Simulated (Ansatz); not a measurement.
# C₂H₁₀AlNSi: up Jacob's ladder to CCSD(T)

The task here is to estimate one member of a computed series from the others.

Computed with Ansatz 0.2.0, Gaussian basis. Level: functionals in def2-TZVPP, the program's frozen cores in correlated methods.

The runs, in order: PBE-D4, r2SCAN-D4, PBE0-D4, B3LYP-D4, ωB97X-V, ωB97M-V, B2PLYP; CCSD(T)/def2-TZVPP; MP2/def2-QZVPP; extrapolation to the limit.

## The relaxed structure

The geometry comes from an earlier relaxation with PBE0-D4 in a triple-zeta def2 set; it is a stationary point, not always the lowest conformer.

SMILES `C[SiH](C)[NH][AlH2]`, 15 atoms, charge 0, spin multiplicity 1.

Atoms are counted from 1 here; the program's logs count them from 0.

Bond lengths: C1–Si2 1.870 Å, C1–H6 1.094 Å, C1–H7 1.094 Å, C1–H8 1.092 Å, Si2–C3 1.870 Å, Si2–N4 1.734 Å, Si2–H9 1.491 Å, C3–H10 1.094 Å, C3–H11 1.094 Å, C3–H12 1.092 Å, N4–Al5 1.779 Å, N4–H13 1.013 Å, Al5–H14 1.585 Å, Al5–H15 1.581 Å. Angles: Si2–C1–H6 111.0°, Si2–C1–H7 111.0°, Si2–C1–H8 111.0°, H6–C1–H7 107.6°, H6–C1–H8 107.9°, H7–C1–H8 108.1°, C1–Si2–C3 109.3°, C1–Si2–N4 111.5°, C1–Si2–H9 109.5°, C3–Si2–N4 111.6°, C3–Si2–H9 109.4°, N4–Si2–H9 105.5°, Si2–C3–H10 111.0°, Si2–C3–H11 111.1°, Si2–C3–H12 111.0°, H10–C3–H11 107.6°, H10–C3–H12 107.9°, H11–C3–H12 108.1° and more.

As a file:

| atom | x (Å) | y (Å) | z (Å) |
| --- | --- | --- | --- |
| C1 | -1.6208 | 0.5340 | 1.1041 |
| Si2 | 0.0717 | 0.0690 | 0.4581 |
| C3 | 0.5172 | -1.6421 | 1.0680 |
| N4 | 0.1404 | 0.1671 | -1.2719 |
| Al5 | 1.1796 | 1.1666 | -2.3135 |
| H6 | -2.3855 | -0.1527 | 0.7288 |
| H7 | -1.6485 | 0.4952 | 2.1966 |
| H8 | -1.8955 | 1.5446 | 0.7932 |
| H9 | 1.0802 | 1.0497 | 0.9523 |
| H10 | -0.1897 | -2.3883 | 0.6929 |
| H11 | 0.4982 | -1.6872 | 2.1605 |
| H12 | 1.5169 | -1.9292 | 0.7338 |
| H13 | -0.5102 | -0.4418 | -1.7539 |
| H14 | 0.9990 | 1.0223 | -3.8820 |
| H15 | 2.2249 | 2.1419 | -1.6378 |

The first run:

in.yaml reads:

```yaml
crystal:
  periodic: [false, false, false]
  atoms:
    - {symbol: C, position_ang: [-1.620829, 0.534016, 1.104143]}
    - {symbol: Si, position_ang: [0.071706, 0.069033, 0.458125]}
    - {symbol: C, position_ang: [0.517239, -1.642118, 1.068033]}
    - {symbol: N, position_ang: [0.140372, 0.167118, -1.271943]}
    - {symbol: Al, position_ang: [1.179572, 1.166641, -2.313483]}
    - {symbol: H, position_ang: [-2.385474, -0.152717, 0.728757]}
    - {symbol: H, position_ang: [-1.648483, 0.495161, 2.196641]}
    - {symbol: H, position_ang: [-1.895454, 1.544643, 0.793221]}
    - {symbol: H, position_ang: [1.080159, 1.049722, 0.952263]}
    - {symbol: H, position_ang: [-0.189678, -2.388267, 0.692929]}
    - {symbol: H, position_ang: [0.498207, -1.687151, 2.160485]}
    - {symbol: H, position_ang: [1.516946, -1.929240, 0.733832]}
    - {symbol: H, position_ang: [-0.510191, -0.441754, -1.753906]}
    - {symbol: H, position_ang: [0.999038, 1.022310, -3.881963]}
    - {symbol: H, position_ang: [2.224871, 2.141905, -1.637833]}
basis:
  gaussian: {orbitals: def2-TZVPP}
hamiltonian: {xc: pbe, dispersion: d4}
output: {forces: true, orbitals: {seedname: orbitals}}
```

On the command line:

```sh
ansatz run in.yaml --threads 4 --pin off --events-out ev --progress --plain --max-ram 10444MiB
```

Steps of the session up to this table: PBE-D4 (GGA); r2SCAN-D4 (meta-GGA); PBE0-D4 (hybrid); B3LYP-D4 (hybrid); ωB97X-V (range-separated); ωB97M-V (range-separated); B2PLYP (double hybrid); CCSD(T) in def2-TZVPP; MP2 in def2-QZVPP.

One of the session's tables, all rows but one given; the rest of the session is left out.

It belongs to the step «Atomisation energies». 

```
            method  atomisation energy (eV)
            PBE-D4                   54.623
         r2SCAN-D4                   54.436
           PBE0-D4                   54.190
          B3LYP-D4                   54.528
           ωB97X-V                        ?
           ωB97M-V                   54.648
            B2PLYP                   53.870
     HF/def2-TZVPP                   40.905
    MP2/def2-TZVPP                   53.407
   CCSD/def2-TZVPP                   52.601
CCSD(T)/def2-TZVPP                   53.178
           MP2/CBS                   54.754
       CCSD(T)/CBS                   54.525
```

Estimate the missing values for ωB97X-V.

**Answer.** atomisation energy (eV): 54.699. In the column «atomisation energy (eV)» it lies between ωB97M-V (54.648) and MP2/CBS (54.754).

To keep in mind: Free atoms (2 C, 1 Si, 1 N, 1 Al, 10 H) were run apart at each level; the atomisation energy is their sum less the molecule, without zero-point or spin-orbit terms.
